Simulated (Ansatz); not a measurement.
**CH₆AlFOSi: up Jacob's ladder to CCSD(T)**

The task here is to estimate one member of a computed series from the others.

Program: Ansatz 0.2.0, Gaussian basis. Level of theory: functionals in def2-TZVPP, the program's frozen cores in correlated methods. These are calculated values, not measurements.

The runs, in order: LDA (SPW92), PBE-D4, revPBE-D4, BLYP-D4, r2SCAN-D4, B97M-V, PBE0-D4, B3LYP-D4, r2SCANh-D4, r2SCAN0-D4, HSE06-D4, BHLYP-D4, CAM-B3LYP-D4, LC-ωPBE, ωB97X-V, ωB97M-V, B2PLYP, PBE-QIDH; CCSD(T)/def2-SVP; CCSD(T)/def2-TZVPP; MP2/def2-QZVPP; extrapolation to the limit; RPA on PBE.

**The relaxed structure**

The geometry comes from an earlier relaxation with PBE0-D4 in a triple-zeta def2 set; it is a stationary point, not always the lowest conformer.

SMILES `[CH3][AlH][SiH](O)F`, 11 atoms, charge 0, spin multiplicity 1.

Atoms are counted from 1 here; the program's logs count them from 0.

Bond lengths: C1–Al2 1.956 Å, C1–H6 1.092 Å, C1–H7 1.094 Å, C1–H8 1.097 Å, Al2–Si3 2.482 Å, Al2–H9 1.592 Å, Si3–O4 1.648 Å, Si3–F5 1.615 Å, Si3–H10 1.486 Å, O4–H11 0.958 Å. Angles: Al2–C1–H6 112.8°, Al2–C1–H7 112.1°, Al2–C1–H8 109.7°, H6–C1–H7 108.2°, H6–C1–H8 107.3°, H7–C1–H8 106.5°, C1–Al2–Si3 118.6°, C1–Al2–H9 120.8°, Si3–Al2–H9 120.5°, Al2–Si3–O4 113.1°, Al2–Si3–F5 106.5°, Al2–Si3–H10 118.2°, O4–Si3–F5 109.2°, O4–Si3–H10 103.5°, F5–Si3–H10 106.0°, Si3–O4–H11 117.8°.

Geometry (Å):

```mol
CH6AlFOSi
  3D, bonds by distance, orders not assigned

 11 10  0  0  0  0  0  0  0  0999 V2000
   -1.4323    0.6581   -1.2327 C   0  0
    0.2734   -0.2905   -1.1065 Al  0  0
    1.3538   -0.5049    1.1182 Si  0  0
    0.2699   -0.6347    2.3523 O   0  0
    2.2403    0.8283    1.3285 F   0  0
   -1.7008    0.9123   -2.2607 H   0  0
   -1.4354    1.5788   -0.6410 H   0  0
   -2.2367    0.0286   -0.8325 H   0  0
    0.9432   -0.9391   -2.3968 H   0  0
    2.2756   -1.6485    1.3446 H   0  0
   -0.4854   -0.0453    2.3472 H   0  0
  1  2  8  0
  2  3  8  0
  3  4  8  0
  3  5  8  0
  1  6  8  0
  1  7  8  0
  1  8  8  0
  2  9  8  0
  3 10  8  0
  4 11  8  0
M  END
```

Set-up of the first run:

The input, in.yaml:

```yaml
crystal:
  periodic: [false, false, false]
  atoms:
    - {symbol: C, position_ang: [-1.432329, 0.658058, -1.232711]}
    - {symbol: Al, position_ang: [0.273368, -0.290531, -1.106514]}
    - {symbol: Si, position_ang: [1.353840, -0.504879, 1.118154]}
    - {symbol: O, position_ang: [0.269923, -0.634716, 2.352328]}
    - {symbol: F, position_ang: [2.240308, 0.828307, 1.328544]}
    - {symbol: H, position_ang: [-1.700844, 0.912290, -2.260688]}
    - {symbol: H, position_ang: [-1.435432, 1.578775, -0.641038]}
    - {symbol: H, position_ang: [-2.236747, 0.028635, -0.832458]}
    - {symbol: H, position_ang: [0.943175, -0.939097, -2.396818]}
    - {symbol: H, position_ang: [2.275557, -1.648538, 1.344647]}
    - {symbol: H, position_ang: [-0.485419, -0.045302, 2.347153]}
basis:
  gaussian: {orbitals: def2-TZVPP}
hamiltonian: {xc: lda}
output: {orbitals: {seedname: orbitals}}
```

Command:

```console
$ ansatz run in.yaml --threads 4 --pin off --events-out ev --progress --plain --max-ram 10444MiB
```

Steps of the session up to this table: LDA; PBE-D4 (GGA); revPBE-D4 (GGA); BLYP-D4 (GGA); r2SCAN-D4 (meta-GGA); B97M-V (meta-GGA); PBE0-D4 (hybrid); B3LYP-D4 (hybrid); r2SCANh-D4 (hybrid); r2SCAN0-D4 (hybrid); HSE06-D4 (hybrid); BHLYP-D4 (hybrid); CAM-B3LYP-D4 (range-separated); LC-ωPBE (range-separated); ωB97X-V (range-separated); ωB97M-V (range-separated); B2PLYP (double hybrid); PBE-QIDH (double hybrid).

One of the session's tables, all rows but one given; the rest of the session is left out.

It belongs to the step «Frontier levels by functional». 

| functional | HOMO (eV) | LUMO (eV) | gap (eV) |
| --- | --- | --- | --- |
| LDA (SPW92) | -6.11 | -2.91 | 3.20 |
| PBE-D4 | -6.02 | -2.67 | 3.34 |
| revPBE-D4 | -5.97 | -2.56 | 3.41 |
| BLYP-D4 | -5.91 | -2.54 | 3.37 |
| r2SCAN-D4 | -6.27 | -2.43 | 3.84 |
| B97M-V | -6.32 | -2.62 | 3.70 |
| PBE0-D4 | ? | ? | ? |
| B3LYP-D4 | -7.02 | -2.12 | 4.90 |
| r2SCANh-D4 | -6.70 | -2.17 | 4.54 |
| r2SCAN0-D4 | -7.36 | -1.79 | 5.57 |
| HSE06-D4 | -6.80 | -2.29 | 4.51 |
| BHLYP-D4 | -8.31 | -1.14 | 7.17 |
| CAM-B3LYP-D4 | -8.51 | -0.97 | 7.54 |
| LC-ωPBE | -9.78 | 0.13 | 9.91 |
| ωB97X-V | -9.47 | 0.00 | 9.47 |
| ωB97M-V | -9.22 | -0.29 | 8.93 |

**Question.** Estimate the row for PBE0-D4.

**Answer.** HOMO (eV): -7.20; LUMO (eV): -1.92; gap (eV): 5.28. In the column «HOMO (eV)» it lies between r2SCAN0-D4 (-7.36) and B3LYP-D4 (-7.02).
